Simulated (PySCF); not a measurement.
**Te²⁹⁺, I³⁰⁺, Xe³¹⁺: ionisation energies with spin-orbit coupling**

Wanted: the ionisation energy of these ions, up a ladder of methods.

Method: two-component X2C-1e, generalised determinants. Code: PySCF 2.14.0.

### 1 What is computed

```
Elements                                  : tellurium (Z = 52), iodine (Z = 53), xenon (Z = 54)
Basis                                     : one for each species, given in its step
Hamiltonian                               : two-component X2C-1e, Gaussian nucleus, no Breit or QED terms; spin-orbit coupling, run by run: off; screened by Boettger's factors
Core shells frozen in the correlated runs : [Ne] (for Te²⁹⁺)
State 1                                   : Te²⁹⁺: [Ar] 3d5; 3d3/2 filled at m_j = -3/2, -1/2, +1/2, +3/2; 3d5/2 filled at m_j = +5/2
State 2                                   : I³⁰⁺: [Ar] 3d5; 3d3/2 filled at m_j = -3/2, -1/2, +1/2, +3/2; 3d5/2 filled at m_j = +5/2
State 3                                   : Xe³¹⁺: [Ar] 3d5; 3d3/2 filled at m_j = -3/2, -1/2, +1/2, +3/2; 3d5/2 filled at m_j = +5/2
Needed too, but not shown                 : Te³⁰⁺ [Ar] 3d4 (5D), I³¹⁺ [Ar] 3d4 (5D), Xe³²⁺ [Ar] 3d4 (5D)
Methods                                   : GHF, GMP2
```

The outer shells:

Te29+ [Ar] 3d5
```
[Ar] core
3d [↑ ][↑ ][↑ ][↑ ][↑ ]
```

I30+ [Ar] 3d5
```
[Ar] core
3d [↑ ][↑ ][↑ ][↑ ][↑ ]
```

Xe31+ [Ar] 3d5
```
[Ar] core
3d [↑ ][↑ ][↑ ][↑ ][↑ ]
```

All steps ran in one process of a driver on top of PySCF, which takes the settings above as its task.

It was started by

```sh
> OMP_NUM_THREADS=1 python sorun2.py TASK.json OUT
```

The integrals over 113 functions and the set-up took 0.54 s of CPU time.

### 2 Te²⁹⁺

Basis: an uncontracted even-tempered set (16 s from 4.6 bohr⁻², ratio 2.8; 12 p from 6 bohr⁻², ratio 2.8; 8 d from 6 bohr⁻², ratio 2.8; 3 f from 21 bohr⁻², ratio 3).

#### GHF (spin-free)

Standard output:

```text
cycle= 1 E= -6253.8035720536  delta_E= -6.25e+03  |FDS-SDF|= 0.176
cycle= 2 E= -6253.8397048961  delta_E= -0.0361  |FDS-SDF|= 0.0139
cycle= 3 E= -6253.8400161510  delta_E= -0.000311  |FDS-SDF|= 0.00226
cycle= 4 E= -6253.8400196389  delta_E= -3.49e-06  |FDS-SDF|= 0.000103
cycle= 5 E= -6253.8400196536  delta_E= -1.47e-08  |FDS-SDF|= 3.13e-06
cycle= 6 E= -6253.8400196536  delta_E= -2.18e-11  |FDS-SDF|= 9.19e-08
```

Time after the integrals: 5.8 s (1 thread of Neoverse-V1, shared host).

Occupied spinors (without spin-orbit coupling the j labels only name the start):

| spinor shell | electrons | mean energy (eV) | weight of the nominal j | rms radius (bohr) |
| --- | --- | --- | --- | --- |
| 1s1/2 | 2 | -33230.9 | 1.000 | 0.0318 |
| 2s1/2 | 2 | -6225.9 | 1.000 | 0.129 |
| 2p1/2 | 2 | -5713.4 | 0.667 | 0.115 |
| 2p3/2 | 4 | -5713.4 | 0.833 | 0.115 |
| 3s1/2 | 2 | -2105.9 | 1.000 | 0.326 |
| 3p1/2 | 2 | -1932.4 | 0.667 | 0.323 |
| 3p3/2 | 4 | -1932.4 | 0.833 | 0.323 |
| 3d3/2 | 4 | -1723.9 | 0.500 | 0.291 |
| 3d5/2 | 1 | -1723.9 | 1.000 | 0.291 |

M_J = 5/2, ⟨J²⟩ = 8.750, ⟨L²⟩ = 0.000, ⟨S²⟩ = 8.750.

#### GMP2 (spin-free)

The driver printed no log here.

It took 2.2 s on 1 thread of Neoverse-V1, shared host, the integrals not counted.

With 13 electrons correlated and 74 very high virtual spinors dropped, the MP2 correlation energy is -0.42341 hartree. Largest pairs: 3d3/2-3p3/2 -0.1005, 3p1/2-3p3/2 -0.0534, 3d3/2-3p1/2 -0.0522, 3p3/2-3p3/2 -0.0416, 3d3/2-3d3/2 -0.0397.

#### GHF (screened spin-orbit)

Standard output:

```text
cycle= 1 E= -6255.6610019788  delta_E= -6.26e+03  |FDS-SDF|= 0.466
cycle= 2 E= -6255.7834481892  delta_E= -0.122  |FDS-SDF|= 0.0745
cycle= 3 E= -6255.8349375583  delta_E= -0.0515  |FDS-SDF|= 0.0579
cycle= 4 E= -6255.9071033010  delta_E= -0.0722  |FDS-SDF|= 0.0309
cycle= 5 E= -6255.9351056581  delta_E= -0.028  |FDS-SDF|= 0.0116
cycle= 6 E= -6255.9383281151  delta_E= -0.00322  |FDS-SDF|= 0.00602
cycle= 7 E= -6255.9386379772  delta_E= -0.00031  |FDS-SDF|= 0.00426
cycle= 8 E= -6255.9391090226  delta_E= -0.000471  |FDS-SDF|= 0.000604
cycle= 9 E= -6255.9391131490  delta_E= -4.13e-06  |FDS-SDF|= 0.000352
cycle= 10 E= -6255.9391154060  delta_E= -2.26e-06  |FDS-SDF|= 0.000182
cycle= 11 E= -6255.9391161432  delta_E= -7.37e-07  |FDS-SDF|= 5.38e-05
cycle= 12 E= -6255.9391161817  delta_E= -3.84e-08  |FDS-SDF|= 3.37e-05
cycle= 13 E= -6255.9391162056  delta_E= -2.4e-08  |FDS-SDF|= 2.84e-06
cycle= 14 E= -6255.9391162057  delta_E= -1.29e-10  |FDS-SDF|= 5.79e-07
```

Time after the integrals: 54 s (1 thread of Neoverse-V1, shared host).

The outer occupied spinors:

```
spinor shell  electrons  mean energy (eV)  weight of the nominal j  rms radius (bohr)
       2s1/2          2           -6224.5                    1.000              0.129
       2p1/2          2           -5909.6                    0.998              0.111
       2p3/2          4           -5623.5                    0.999              0.116
       3s1/2          2           -2105.5                    1.000              0.326
       3p1/2          2           -1984.0                    0.944              0.316
       3p3/2          4           -1908.3                    0.972              0.327
       3d3/2          4           -1725.4                    0.754              0.290
       3d5/2          1           -1716.3                    1.000              0.292
```

M_J = 5/2, ⟨J²⟩ = 8.759, ⟨L²⟩ = 0.808, ⟨S²⟩ = 7.214. Rows whose weight is well below 1 mix j = l ± 1/2: exchange competes with spin-orbit coupling there.

#### GMP2 (screened spin-orbit)

The driver printed no log here.

Time after the integrals: 1.2 s (1 thread of Neoverse-V1, shared host).

With 13 electrons correlated and 74 very high virtual spinors dropped, the MP2 correlation energy is -0.43830 hartree. Largest pairs: 3d3/2-3p3/2 -0.1200, 3p3/2-3p3/2 -0.0749, 3d3/2-3d3/2 -0.0457, 3d5/2-3p3/2 -0.0325, 3p1/2-3p3/2 -0.0322.

### 3 I³⁰⁺

Basis: an even-tempered Gaussian basis (16 s from 4.9 bohr⁻², ratio 2.8; 12 p from 6.4 bohr⁻², ratio 2.8; 8 d from 6.4 bohr⁻², ratio 2.8; 3 f from 23 bohr⁻², ratio 3).

#### GHF (spin-free)

Standard output:

```text
cycle= 1 E= -6527.7442284655  delta_E= -6.53e+03  |FDS-SDF|= 0.18
cycle= 2 E= -6527.7803330416  delta_E= -0.0361  |FDS-SDF|= 0.0138
cycle= 3 E= -6527.7806288479  delta_E= -0.000296  |FDS-SDF|= 0.0022
cycle= 4 E= -6527.7806320032  delta_E= -3.16e-06  |FDS-SDF|= 9.87e-05
cycle= 5 E= -6527.7806320160  delta_E= -1.28e-08  |FDS-SDF|= 2.92e-06
cycle= 6 E= -6527.7806320161  delta_E= -1.91e-11  |FDS-SDF|= 8.41e-08
```

Time after the integrals: 5.8 s (1 thread of Neoverse-V1, shared host).

Occupied spinors (without spin-orbit coupling the j labels only name the start):

```
spinor shell  electrons  mean energy (eV)  weight of the nominal j  rms radius (bohr)
       1s1/2          2          -34658.7                    1.000             0.0311
       2s1/2          2           -6539.1                    1.000              0.126
       2p3/2          4           -6000.7                    0.833              0.112
       2p1/2          2           -6000.7                    0.667              0.112
       3s1/2          2           -2227.1                    1.000              0.318
       3p3/2          4           -2045.5                    0.833              0.315
       3p1/2          2           -2045.5                    0.667              0.315
       3d3/2          4           -1829.6                    0.500              0.283
       3d5/2          1           -1829.6                    1.000              0.283
```

M_J = 5/2, ⟨J²⟩ = 8.750, ⟨L²⟩ = 0.000, ⟨S²⟩ = 8.750.

#### GMP2 (spin-free)

The driver printed no log here.

It took 2.2 s on 1 thread of Neoverse-V1, shared host, the integrals not counted.

With 13 electrons correlated and 74 very high virtual spinors dropped, the MP2 correlation energy is -0.42329 hartree. Largest pairs: 3d3/2-3p3/2 -0.1002, 3p1/2-3p3/2 -0.0538, 3d3/2-3p1/2 -0.0521, 3p3/2-3p3/2 -0.0418, 3d3/2-3d3/2 -0.0396.

#### GHF (screened spin-orbit)

Standard output:

```text
cycle= 1 E= -6529.8433861042  delta_E= -6.53e+03  |FDS-SDF|= 0.187
cycle= 2 E= -6529.8889571548  delta_E= -0.0456  |FDS-SDF|= 0.0442
cycle= 3 E= -6529.9095225195  delta_E= -0.0206  |FDS-SDF|= 0.0411
cycle= 4 E= -6529.9354222030  delta_E= -0.0259  |FDS-SDF|= 0.0397
cycle= 5 E= -6529.9827083052  delta_E= -0.0473  |FDS-SDF|= 0.0387
cycle= 6 E= -6530.0093977251  delta_E= -0.0267  |FDS-SDF|= 0.0387
cycle= 7 E= -6530.0247023453  delta_E= -0.0153  |FDS-SDF|= 0.0383
cycle= 8 E= -6530.0207127420  delta_E= 0.00399  |FDS-SDF|= 0.165
cycle= 9 E= -6530.0646947836  delta_E= -0.044  |FDS-SDF|= 0.128
cycle= 10 E= -6530.1621212389  delta_E= -0.0974  |FDS-SDF|= 0.0243
cycle= 11 E= -6530.1499477390  delta_E= 0.0122  |FDS-SDF|= 0.0365
cycle= 12 E= -6530.1651303812  delta_E= -0.0152  |FDS-SDF|= 0.00877
cycle= 13 E= -6530.1660683770  delta_E= -0.000938  |FDS-SDF|= 0.00436
cycle= 14 E= -6530.1663865316  delta_E= -0.000318  |FDS-SDF|= 0.000719
cycle= 15 E= -6530.1663948181  delta_E= -8.29e-06  |FDS-SDF|= 0.000439
cycle= 16 E= -6530.1663978659  delta_E= -3.05e-06  |FDS-SDF|= 4.51e-05
cycle= 17 E= -6530.1663978911  delta_E= -2.52e-08  |FDS-SDF|= 2.55e-05
cycle= 18 E= -6530.1663979042  delta_E= -1.32e-08  |FDS-SDF|= 3.46e-06
cycle= 19 E= -6530.1663979044  delta_E= -2.14e-10  |FDS-SDF|= 1.19e-06
```

Time after the integrals: 25 s (1 thread of Neoverse-V1, shared host).

The outer occupied spinors:

| spinor shell | electrons | mean energy (eV) | weight of the nominal j | rms radius (bohr) |
| --- | --- | --- | --- | --- |
| 2s1/2 | 2 | -6537.5 | 1.000 | 0.126 |
| 2p1/2 | 2 | -6214.5 | 0.999 | 0.109 |
| 2p3/2 | 4 | -5903.1 | 0.999 | 0.114 |
| 3s1/2 | 2 | -2226.6 | 1.000 | 0.318 |
| 3p1/2 | 2 | -2101.5 | 0.953 | 0.308 |
| 3p3/2 | 4 | -2019.6 | 0.976 | 0.319 |
| 3d3/2 | 4 | -1831.3 | 0.774 | 0.282 |
| 3d5/2 | 1 | -1820.9 | 1.000 | 0.284 |

M_J = 5/2, ⟨J²⟩ = 8.760, ⟨L²⟩ = 0.968, ⟨S²⟩ = 6.968. Rows whose weight is well below 1 mix j = l ± 1/2: exchange competes with spin-orbit coupling there.

#### GMP2 (screened spin-orbit)

This step left no log, only its results.

Time after the integrals: 1.2 s (1 thread of Neoverse-V1, shared host).

With 13 electrons correlated and 74 very high virtual spinors dropped, the MP2 correlation energy is -0.44098 hartree. Largest pairs: 3d3/2-3p3/2 -0.1186, 3p3/2-3p3/2 -0.0772, 3d3/2-3d3/2 -0.0467, 3d5/2-3p3/2 -0.0323, 3p1/2-3p3/2 -0.0321.

### 4 Xe³¹⁺, method by method

Basis: an uncontracted even-tempered set (16 s from 5.2 bohr⁻², ratio 2.8; 12 p from 6.8 bohr⁻², ratio 2.8; 8 d from 6.8 bohr⁻², ratio 2.8; 3 f from 24 bohr⁻², ratio 3).

#### GHF (spin-free)

Standard output:

```text
cycle= 1 E= -6808.1106534768  delta_E= -6.81e+03  |FDS-SDF|= 0.184
cycle= 2 E= -6808.1467196402  delta_E= -0.0361  |FDS-SDF|= 0.0137
cycle= 3 E= -6808.1470009512  delta_E= -0.000281  |FDS-SDF|= 0.00214
cycle= 4 E= -6808.1470038109  delta_E= -2.86e-06  |FDS-SDF|= 9.42e-05
cycle= 5 E= -6808.1470038222  delta_E= -1.12e-08  |FDS-SDF|= 2.73e-06
cycle= 6 E= -6808.1470038222  delta_E= -1.82e-11  |FDS-SDF|= 7.7e-08
```

It took 5.8 s on 1 thread of Neoverse-V1, shared host, the integrals not counted.

Occupied spinors (without spin-orbit coupling the j labels only name the start):

```
spinor shell  electrons  mean energy (eV)  weight of the nominal j  rms radius (bohr)
       1s1/2          2          -36120.5                    1.000             0.0305
       2s1/2          2           -6861.0                    1.000              0.123
       2p3/2          4           -6295.5                    0.833              0.110
       2p1/2          2           -6295.5                    0.667              0.110
       3s1/2          2           -2351.9                    1.000              0.310
       3p3/2          4           -2161.9                    0.833              0.308
       3p1/2          2           -2161.9                    0.667              0.308
       3d3/2          4           -1938.3                    0.500              0.276
       3d5/2          1           -1938.3                    1.000              0.276
```

M_J = 5/2, ⟨J²⟩ = 8.750, ⟨L²⟩ = 0.000, ⟨S²⟩ = 8.750.

#### GMP2 (spin-free)

The driver printed no log here.

It took 2.3 s on 1 thread of Neoverse-V1, shared host, the integrals not counted.

With 13 electrons correlated and 74 very high virtual spinors dropped, the MP2 correlation energy is -0.42502 hartree. Largest pairs: 3d3/2-3p3/2 -0.1005, 3p1/2-3p3/2 -0.0543, 3d3/2-3p1/2 -0.0522, 3p3/2-3p3/2 -0.0421, 3d3/2-3d3/2 -0.0397.

#### GHF (screened spin-orbit)

Standard output:

```text
cycle= 1 E= -6810.5544615144  delta_E= -6.81e+03  |FDS-SDF|= 0.194
cycle= 2 E= -6810.6004165453  delta_E= -0.046  |FDS-SDF|= 0.0449
cycle= 3 E= -6810.6208797128  delta_E= -0.0205  |FDS-SDF|= 0.0414
cycle= 4 E= -6810.6483234692  delta_E= -0.0274  |FDS-SDF|= 0.0393
cycle= 5 E= -6810.7003261469  delta_E= -0.052  |FDS-SDF|= 0.0373
cycle= 6 E= -6810.7451649190  delta_E= -0.0448  |FDS-SDF|= 0.0359
cycle= 7 E= -6810.8178235077  delta_E= -0.0727  |FDS-SDF|= 0.0252
cycle= 8 E= -6810.8455666745  delta_E= -0.0277  |FDS-SDF|= 0.0252
cycle= 9 E= -6810.8521773545  delta_E= -0.00661  |FDS-SDF|= 0.00694
cycle= 10 E= -6810.8520434586  delta_E= 0.000134  |FDS-SDF|= 0.00767
cycle= 11 E= -6810.8519887470  delta_E= 5.47e-05  |FDS-SDF|= 0.00627
cycle= 12 E= -6810.8524050598  delta_E= -0.000416  |FDS-SDF|= 0.00374
cycle= 13 E= -6810.8526267711  delta_E= -0.000222  |FDS-SDF|= 0.000378
cycle= 14 E= -6810.8526277363  delta_E= -9.65e-07  |FDS-SDF|= 0.000316
cycle= 15 E= -6810.8526290108  delta_E= -1.27e-06  |FDS-SDF|= 0.000206
cycle= 16 E= -6810.8526298089  delta_E= -7.98e-07  |FDS-SDF|= 1.17e-05
cycle= 17 E= -6810.8526298108  delta_E= -1.89e-09  |FDS-SDF|= 5.27e-06
```

It took 23 s on 1 thread of Neoverse-V1, shared host, the integrals not counted.

The outer occupied spinors:

```
spinor shell  electrons  mean energy (eV)  weight of the nominal j  rms radius (bohr)
       2s1/2          2           -6859.2                    1.000              0.123
       2p1/2          2           -6528.1                    0.999              0.106
       2p3/2          4           -6189.7                    0.999              0.111
       3s1/2          2           -2351.4                    1.000              0.310
       3p1/2          2           -2222.5                    0.961              0.301
       3p3/2          4           -2133.9                    0.980              0.311
       3d3/2          4           -1940.2                    0.795              0.275
       3d5/2          1           -1928.5                    1.000              0.277
```

M_J = 5/2, ⟨J²⟩ = 8.762, ⟨L²⟩ = 1.158, ⟨S²⟩ = 6.694. Rows whose weight is well below 1 mix j = l ± 1/2: exchange competes with spin-orbit coupling there.

#### GMP2 (screened spin-orbit)

The driver printed no log here.

It took 1.2 s on 1 thread of Neoverse-V1, shared host, the integrals not counted.

With 13 electrons correlated and 74 very high virtual spinors dropped, the MP2 correlation energy is -0.44589 hartree. Largest pairs: 3d3/2-3p3/2 -0.1179, 3p3/2-3p3/2 -0.0799, 3d3/2-3d3/2 -0.0482, 3d5/2-3p3/2 -0.0324, 3p1/2-3p3/2 -0.0320.

### 5 Differences of total energies

Ionisation energy: Te²⁹⁺ [Ar] 3d5 [3d3/2^4 3d5/2^1, M_J = 5/2] → Te³⁰⁺ [Ar] 3d4 [3d3/2^4, M_J = 0].

| method | value (eV) | less the reference (eV) |
| --- | --- | --- |
| GHF (spin-free) | 1721.2 | +14.2 |
| GMP2 (spin-free) | 1721.4 | +14.4 |
| GHF (screened spin-orbit) | 1710.9 | +3.9 |
| GMP2 (screened spin-orbit) | 1709.9 | +2.9 |

Reference: 1707 ± 4 eV (theoretical estimate listed by NIST; NIST Atomic Spectra Database, ionization energies). For this ion Breit and QED terms and the two-electron picture change, all absent here, are large against electron correlation. The spin-free rows have the spin-orbit operator switched off. The determinant of Te30+ mixes levels of different J (the jj label is only the starting occupation), so the difference between spin-free and spin-orbit rows is not the physical spin-orbit shift.

Ionisation energy: I³⁰⁺ [Ar] 3d5 [3d3/2^4 3d5/2^1, M_J = 5/2] → I³¹⁺ [Ar] 3d4 [3d3/2^4, M_J = 0].

| method | value (eV) | less the reference (eV) |
| --- | --- | --- |
| GHF (spin-free) | 1826.9 | +14.9 |
| GMP2 (spin-free) | 1827.0 | +15.0 |
| GHF (screened spin-orbit) | 1814.9 | +2.9 |
| GMP2 (screened spin-orbit) | 1813.8 | +1.8 |

Reference: 1812 ± 4 eV (theoretical estimate listed by NIST; NIST Atomic Spectra Database, ionization energies). For this ion Breit and QED terms and the two-electron picture change, all absent here, are large against electron correlation. The spin-free rows have the spin-orbit operator switched off.

Ionisation energy: Xe³¹⁺ [Ar] 3d5 [3d3/2^4 3d5/2^1, M_J = 5/2] → Xe³²⁺ [Ar] 3d4 [3d3/2^4, M_J = 0].

```
                    method  value (eV)  less the reference (eV)
           GHF (spin-free)      1935.6                    +16.6
          GMP2 (spin-free)      1935.7                    +16.7
 GHF (screened spin-orbit)      1922.0                     +3.0
GMP2 (screened spin-orbit)      1920.9                     +1.9
```

Reference: 1919 ± 4 eV (theoretical estimate listed by NIST; NIST Atomic Spectra Database, ionization energies). For this ion Breit and QED terms and the two-electron picture change, all absent here, are large against electron correlation. The spin-free rows have the spin-orbit operator switched off.

The differences also use runs on Te³⁰⁺ [Ar] 3d4 (5D), I³¹⁺ [Ar] 3d4 (5D), Xe³²⁺ [Ar] 3d4 (5D), which are not shown here.

### 6 Outcome

```
                quantity                                                                             value
ionisation energy, Te²⁹⁺  GHF (spin-free) 1721.2, GMP2 (screened spin-orbit) 1709.9 eV; reference 1707 ± 4
 ionisation energy, I³⁰⁺  GHF (spin-free) 1826.9, GMP2 (screened spin-orbit) 1813.8 eV; reference 1812 ± 4
ionisation energy, Xe³¹⁺  GHF (spin-free) 1935.6, GMP2 (screened spin-orbit) 1920.9 eV; reference 1919 ± 4
```

In words: For the first difference the methods span 11.509 eV, from GMP2 (screened spin-orbit) (1709.9) to GMP2 (spin-free) (1721.4). The reference is uncertain or not like for like (spin-orbit coupling or other relativistic terms), so no ranking of close methods is drawn. All values hold for this basis alone; no basis-set limit was taken.
